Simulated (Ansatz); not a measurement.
# BS2Br (SMILES BrB1SS1): functionals against CCSD(T) at one geometry

How do the functionals fare away from a minimum? The structure is a structure displaced at random from a GFN2-xTB minimum.

Method: single points in def2-TZVPP; program: Ansatz 0.2.0, Gaussian basis.

Correlated methods freeze the cores. Filled d shells of the heavier atoms are correlated.

## (1) The system as given

SMILES `BrB1SS1`, 4 atoms, charge 0, spin multiplicity 1.

Atoms are counted from 1 here; the program's logs count them from 0.

Bond lengths: Br1–B2 1.892 Å, B2–S3 1.783 Å, B2–S4 1.700 Å, S3–S4 2.150 Å. Angles: Br1–B2–S3 137.2°, Br1–B2–S4 146.4°, S3–B2–S4 76.2°, B2–S3–S4 50.2°, B2–S4–S3 53.6°.

As a file:

```mol
BBrS2
  3D, bonds by distance, orders not assigned

  4  4  0  0  0  0  0  0  0  0999 V2000
   -2.0326   -0.4465   -0.1757 Br  0  0
   -0.1720   -0.1331   -0.0329 B   0  0
    0.9503    1.2250   -0.3050 S   0  0
    1.3620   -0.8159    0.2298 S   0  0
  1  2  8  0
  2  3  8  0
  2  4  8  0
  3  4  8  0
M  END
```

## (2) CCSD(T)/def2-TZVPP

The input, run/in.yaml:

```yaml
crystal:
  periodic: [false, false, false]
  atoms:
    - {symbol: Br, position_ang: [-2.032600, -0.446500, -0.175700]}
    - {symbol: B, position_ang: [-0.172000, -0.133100, -0.032900]}
    - {symbol: S, position_ang: [0.950300, 1.225000, -0.305000]}
    - {symbol: S, position_ang: [1.362000, -0.815900, 0.229800]}
basis:
  gaussian: {orbitals: def2-TZVPP}
correlation: {method: ccsd_t}
output: {forces: true}
```

The command line of these runs was not kept.

## (3) PBE0-D4/def2-TZVPP

run/in.yaml: that of step 2 with these lines changed.

```diff
@@ -9,3 +9,3 @@
   gaussian: {orbitals: def2-TZVPP}
-correlation: {method: ccsd_t}
-output: {forces: true}
+hamiltonian: {xc: pbe0, dispersion: d4}
+output: {forces: true, orbitals: {seedname: orbitals}}
```

## (4) wB97M-V/def2-TZVPP

run/in.yaml: that of step 3 with these lines changed.

```diff
@@ -9,3 +9,3 @@
   gaussian: {orbitals: def2-TZVPP}
-hamiltonian: {xc: pbe0, dispersion: d4}
-output: {forces: true, orbitals: {seedname: orbitals}}
+hamiltonian: {xc: {name: wB97M-V}}
+output: {forces: true}
```

## (5) r2SCAN-D4/def2-TZVPP

run/in.yaml: that of step 4 with these lines changed.

```diff
@@ -9,3 +9,3 @@
   gaussian: {orbitals: def2-TZVPP}
-hamiltonian: {xc: {name: wB97M-V}}
+hamiltonian: {xc: r2scan, dispersion: d4}
 output: {forces: true}
```

## (6) PBE-D4/def2-TZVPP

run/in.yaml: that of step 5 with these lines changed.

```diff
@@ -9,3 +9,3 @@
   gaussian: {orbitals: def2-TZVPP}
-hamiltonian: {xc: r2scan, dispersion: d4}
+hamiltonian: {xc: pbe, dispersion: d4}
 output: {forces: true}
```

## (7) BHLYP-D4/def2-TZVPP

run/in.yaml: that of step 6 with these lines changed.

```diff
@@ -9,3 +9,3 @@
   gaussian: {orbitals: def2-TZVPP}
-hamiltonian: {xc: pbe, dispersion: d4}
+hamiltonian: {xc: {name: BHLYP}, dispersion: d4}
 output: {forces: true}
```

## (8) SPW92/def2-TZVPP

run/in.yaml: that of step 7 with these lines changed.

```diff
@@ -9,3 +9,3 @@
   gaussian: {orbitals: def2-TZVPP}
-hamiltonian: {xc: {name: BHLYP}, dispersion: d4}
+hamiltonian: {xc: lda}
 output: {forces: true}
```

(Steps that only read results are left out.)

**Question.** What will these runs give? Wanted: energy less free atoms, CCSD(T)/def2-TZVPP; RMS force component; RMS force error; HOMO and LUMO, PBE0-D4; T1 diagnostic.

**Answer**, as computed:

| quantity | value |
| --- | --- |
| energy less free atoms, CCSD(T)/def2-TZVPP | -289.8 kcal/mol |
| RMS force component | 0.675 to 0.917 eV/Å over the methods |
| RMS force error | PBE0-D4 0.273, wB97M-V 0.245, r2SCAN-D4 0.164, PBE-D4 0.061, BHLYP-D4 0.336, SPW92 0.274 eV/Å |
| HOMO and LUMO, PBE0-D4 | -6.80 and -2.38 eV |
| T1 diagnostic | 0.013 |

In words: Against CCSD(T) the functionals' energies less atoms differ by -84.5 to +5.4 kcal/mol, PBE-D4 by -36.2 kcal/mol. CCSD(T) in triple zeta still lacks some correlation energy of the bonds, so part of these gaps is its own basis error and they don't rank the functionals. The forces of PBE-D4 come nearest to CCSD(T), those of BHLYP-D4 are farthest. Frozen-core CCSD(T) forces in triple zeta carry basis errors of their own, and this is one geometry, so small gaps rank nothing.
